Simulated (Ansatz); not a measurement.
# BH2NaSe (SMILES [Na][BH][SeH]): single points off equilibrium

Aim: energy, forces and dipole at a frame of a short trajectory, from CCSD(T) and from density functionals.

The runs use Ansatz 0.2.0, Gaussian basis; single points in def2-TZVPP.

Cores are frozen in the correlated methods. Filled d shells of the heavier atoms are correlated. The outer core shell of Li, Na, Mg and K is correlated.

## (1) Starting geometry

5 atoms, charge 0, spin multiplicity 1.

Atoms are counted from 1 here; the program's logs count them from 0.

Bond lengths: Na1–B2 2.354 Å, B2–Se3 1.897 Å, B2–H4 1.265 Å, Se3–H5 1.526 Å. Angles: Na1–B2–Se3 135.0°, Na1–B2–H4 123.6°, Se3–B2–H4 101.4°, B2–Se3–H5 100.8°.

As a file:

```xyz
5

Na   -2.0545   -0.2775    1.3339
B    -0.4339   -0.1179   -0.3664
Se    1.4280    0.2436   -0.4143
H    -0.6741   -0.3552   -1.5860
H     1.7248    0.4096    1.0738
```

## (2) PBE-D4/def2-TZVPP

run/in.yaml

```yaml
crystal:
  periodic: [false, false, false]
  atoms:
    - {symbol: Na, position_ang: [-2.054549, -0.277543, 1.333865]}
    - {symbol: B, position_ang: [-0.433936, -0.117894, -0.366424]}
    - {symbol: Se, position_ang: [1.427999, 0.243625, -0.414302]}
    - {symbol: H, position_ang: [-0.674068, -0.355173, -1.586011]}
    - {symbol: H, position_ang: [1.724772, 0.409624, 1.073828]}
basis:
  gaussian: {orbitals: def2-TZVPP}
hamiltonian: {xc: pbe, dispersion: d4}
output: {forces: true}
```

The run is started by

```
ansatz run in.yaml --threads 2 --pin off --events-out ev --progress --plain --max-ram 3481MiB
```

## (3) r2SCAN-D4/def2-TZVPP

Changes to run/in.yaml since step 2:

```diff
@@ -10,3 +10,3 @@
   gaussian: {orbitals: def2-TZVPP}
-hamiltonian: {xc: pbe, dispersion: d4}
+hamiltonian: {xc: r2scan, dispersion: d4}
 output: {forces: true}
```

## (4) PBE0-D4/def2-TZVPP

Changes to run/in.yaml since step 3:

```diff
@@ -10,3 +10,3 @@
   gaussian: {orbitals: def2-TZVPP}
-hamiltonian: {xc: r2scan, dispersion: d4}
-output: {forces: true}
+hamiltonian: {xc: pbe0, dispersion: d4}
+output: {forces: true, orbitals: {seedname: orbitals}}
```

## (5) wB97M-V/def2-TZVPP

Changes to run/in.yaml since step 4:

```diff
@@ -10,3 +10,3 @@
   gaussian: {orbitals: def2-TZVPP}
-hamiltonian: {xc: pbe0, dispersion: d4}
-output: {forces: true, orbitals: {seedname: orbitals}}
+hamiltonian: {xc: {name: wB97M-V}}
+output: {forces: true}
```

## (6) CCSD(T)/def2-TZVPP

Changes to run/in.yaml since step 5:

```diff
@@ -10,3 +10,3 @@
   gaussian: {orbitals: def2-TZVPP}
-hamiltonian: {xc: {name: wB97M-V}}
+correlation: {method: ccsd_t}
 output: {forces: true}
```

(Steps that only read results are left out.)

What does the calculation give? Wanted: energy less free atoms, CCSD(T)/def2-TZVPP; RMS force component; RMS force error; HOMO and LUMO, PBE0-D4; T1 diagnostic.

As calculated:

| quantity | value |
| --- | --- |
| energy less free atoms, CCSD(T)/def2-TZVPP | -1149.2 kJ/mol |
| RMS force component | 0.509 to 0.658 eV/Å over the methods |
| RMS force error | PBE-D4 0.179, r2SCAN-D4 0.106, PBE0-D4 0.103, wB97M-V 0.075 eV/Å |
| HOMO and LUMO, PBE0-D4 | -4.86 and -1.35 eV |
| T1 diagnostic | 0.013 |

Against CCSD(T) the functionals' energies less atoms differ by -64.1 to -33.9 kJ/mol, PBE-D4 by -64.1 kJ/mol. CCSD(T) in triple zeta still lacks some correlation energy of the bonds, so part of these gaps is its own basis error and they don't rank the functionals. The forces of wB97M-V come nearest to CCSD(T), those of PBE-D4 are farthest. Frozen-core CCSD(T) forces in triple zeta carry basis errors of their own, and this is one geometry, so small gaps rank nothing.
